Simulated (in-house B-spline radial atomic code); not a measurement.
**Tl³⁺ in a hard spherical wall**

Wanted: the cost of confining Tl³⁺, radius by radius. More than one configuration is followed.

The numbers are computed with in-house B-spline radial atomic code version 1 (non-relativistic Hartree-Fock, average of configuration, point nucleus, basis-set limit), except any that are marked as measured or tabulated.

## 1. The system

```
element       : thallium (Z = 81)
charge        : +3
electrons     : 78
configuration : [Xe] 4f14 5d10
Hamiltonian   : non-relativistic
nucleus       : point
```

The outer shells:

[Xe] 4f14 5d10
```
[Xe] core
4f [↑↓][↑↓][↑↓][↑↓][↑↓][↑↓][↑↓]
5d [↑↓][↑↓][↑↓][↑↓][↑↓]
```

Settings of the run:

```ini
Z = 81
electrons = 78.0
configuration = [Xe] 4f14 5d10
hamiltonian = nr
method = hf
spin_polarised = False
```

From the earlier run of the reference: total energy -18960.160444 hartree. Levels, eight at most:

| orbital | occupation | energy (eV) | <r> (bohr) |
| --- | --- | --- | --- |
| 3d | 10 | -2522.67 | 0.1645 |
| 4s | 2 | -758.57 | 0.4320 |
| 4p | 6 | -650.73 | 0.4355 |
| 4d | 10 | -453.08 | 0.4412 |
| 4f | 14 | -184.56 | 0.4553 |
| 5s | 2 | -152.53 | 0.9834 |
| 5p | 6 | -114.98 | 1.057 |
| 5d | 10 | -53.183 | 1.315 |

## 2. Wall at 4.87 bohr, configuration [Xe] 4f14 5d10

Settings of the run:

```ini
Z = 81
electrons = 78.0
configuration = [Xe] 4f14 5d10
hamiltonian = nr
method = hf
spin_polarised = False
wall_radius = 4.87
```

## 3. Wall at 3.26 bohr, configuration [Xe] 4f14 5d10

Settings: those of step 2 with these lines changed.

```diff
@@ -6,2 +6,2 @@
 spin_polarised = False
-wall_radius = 4.87
+wall_radius = 3.26
```

## 4. Wall at 1.78 bohr, configuration [Xe] 4f14 5d10

Settings: those of step 3 with these lines changed.

```diff
@@ -6,2 +6,2 @@
 spin_polarised = False
-wall_radius = 3.26
+wall_radius = 1.78
```

## 5. Wall at 4.87 bohr, configuration [Kr] 4d10 4f14 5s2 5p5 5d10 5f1

Settings of the run:

```ini
Z = 81
electrons = 78.0
configuration = [Kr] 4d10 4f14 5s2 5p5 5d10 5f1
hamiltonian = nr
method = hf
spin_polarised = False
wall_radius = 4.87
```

## 6. Wall at 3.26 bohr, configuration [Kr] 4d10 4f14 5s2 5p5 5d10 5f1

Settings: those of step 5 with these lines changed.

```diff
@@ -6,2 +6,2 @@
 spin_polarised = False
-wall_radius = 4.87
+wall_radius = 3.26
```

## 7. Wall at 1.78 bohr, configuration [Kr] 4d10 4f14 5s2 5p5 5d10 5f1

Settings: those of step 6 with these lines changed.

```diff
@@ -6,2 +6,2 @@
 spin_polarised = False
-wall_radius = 3.26
+wall_radius = 1.78
```

## 8. Wall at 4.87 bohr, configuration [Kr] 4d9 4f14 5s2 5p6 5d10 5f1

Settings of the run:

```ini
Z = 81
electrons = 78.0
configuration = [Kr] 4d9 4f14 5s2 5p6 5d10 5f1
hamiltonian = nr
method = hf
spin_polarised = False
wall_radius = 4.87
```

## 9. Wall at 3.26 bohr, configuration [Kr] 4d9 4f14 5s2 5p6 5d10 5f1

Settings: those of step 8 with these lines changed.

```diff
@@ -6,2 +6,2 @@
 spin_polarised = False
-wall_radius = 4.87
+wall_radius = 3.26
```

## 10. Wall at 1.78 bohr, configuration [Kr] 4d9 4f14 5s2 5p6 5d10 5f1

Settings: those of step 9 with these lines changed.

```diff
@@ -6,2 +6,2 @@
 spin_polarised = False
-wall_radius = 3.26
+wall_radius = 1.78
```

Before running: What do the energy and the highest level do as the wall closes in, and which configuration is lower at each radius?

The runs gave:

| configuration | radius (bohr) | energy above the free system (eV) | pressure (GPa) | highest level (eV) |
| --- | --- | --- | --- | --- |
| [Xe] 4f14 5d10 | 4.87 | 0.0255 | 0.293 | -53.157 (5d) |
| [Xe] 4f14 5d10 | 3.26 | 3.462 | 82.9 | -51.560 (5d) |
| [Xe] 4f14 5d10 | 1.78 | 330.78 | 30369 | -1.578 (5d) |
| [Kr] 4d10 4f14 5s2 5p5 5d10 5f1 | 4.87 | 101.03 | 9.4 | -11.827 (5f) |
| [Kr] 4d10 4f14 5s2 5p5 5d10 5f1 | 3.26 | 112.94 | 163 | -2.290 (5f) |
| [Kr] 4d10 4f14 5s2 5p5 5d10 5f1 | 1.78 | 485.28 | 32494 | 81.251 (5f) |
| [Kr] 4d9 4f14 5s2 5p6 5d10 5f1 | 4.87 | 430.22 | 9.36 | -11.778 (5f) |
| [Kr] 4d9 4f14 5s2 5p6 5d10 5f1 | 3.26 | 441.60 | 152 | -2.453 (5f) |
| [Kr] 4d9 4f14 5s2 5p6 5d10 5f1 | 1.78 | 802.00 | 32184 | 78.420 (5f) |

For [Xe] 4f14 5d10 the energy above the free reference is 0.0255 eV at 4.87 bohr and 330.78 eV at 1.78 bohr, where the electrons press on it with 30369 GPa. Of [Xe] 4f14 5d10 and [Kr] 4d10 4f14 5s2 5p5 5d10 5f1, the first stays lower at every radius that both share. At 1.78 bohr the lowest of all 3 is [Xe] 4f14 5d10. A hard wall is a crude model of an atom's surroundings.
